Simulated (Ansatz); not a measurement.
This script drives Ansatz's Python interface.

Script `ch4bfse_bend.py`:
```python
import warnings

import ansatz
from ase import Atoms

warnings.simplefilter('ignore', ansatz.DeckWarning)

atoms = Atoms(['C', 'Se', 'B', 'F', 'H', 'H', 'H', 'H'], positions=[
    [-0.5514, 0.9635, -0.4412],
    [-0.2595, 0.3527, 1.3477],
    [0.6354, -1.2903, 0.6344],
    [2.1641, -1.2593, 0.3925],
    [-1.2241, 0.2715, -1.025],
    [-1.1397, 1.9915, -0.3935],
    [0.3861, 1.1642, -0.9861],
    [0.0814, -2.2508, 0.4154],
])

first = (
    ansatz.Crystal.molecule_from_ase(atoms).calculation()
    .basis(gaussian='def2-SVP')
    .functional('hf')
    .relax(force_tolerance=0.02, max_steps=80)
)
atoms.positions = first.run(threads=1, pin='off').report['positions_ang']

rows = []
for angle in [85, 95, 105, 115, 125, 140, 160]:
    bent = atoms.copy()
    bent.set_angle(2, 1, 0, angle, indices=[0, 4, 5, 6])
    model = ansatz.Crystal.molecule_from_ase(bent).calculation()
    model = model.basis(gaussian='def2-SVP')
    model = model.functional('hf')
    rows.append((angle, model.run(threads=1, pin='off').report['free_energy_ev']))
floor = min(e for _, e in rows)
for angle, e in rows:
    print(f'angle B2-Se1-C0 = {angle:3d} deg   {1000 * (e - floor):9.1f} meV')
```

It is started by `python ch4bfse_bend.py`. Estimate its wall time and peak memory on 1 thread of Arm Neoverse V2 (shared host).

It took about 43 s, with a peak of 0.26 GiB, for 8 runs of the engine.

Running `python ch4bfse_bend.py` prints:
```text
angle B2-Se1-C0 =  85 deg       229.8 meV
angle B2-Se1-C0 =  95 deg         0.0 meV
angle B2-Se1-C0 = 105 deg         3.4 meV
angle B2-Se1-C0 = 115 deg       169.5 meV
angle B2-Se1-C0 = 125 deg       464.7 meV
angle B2-Se1-C0 = 140 deg      1090.9 meV
angle B2-Se1-C0 = 160 deg      2054.2 meV
```

The scan is rigid, and the energies are electronic, in a modest basis. The zero is the lowest point of the grid, which needn't be the minimum.

(Lines on the test bed's own set-up are left out of the output.)
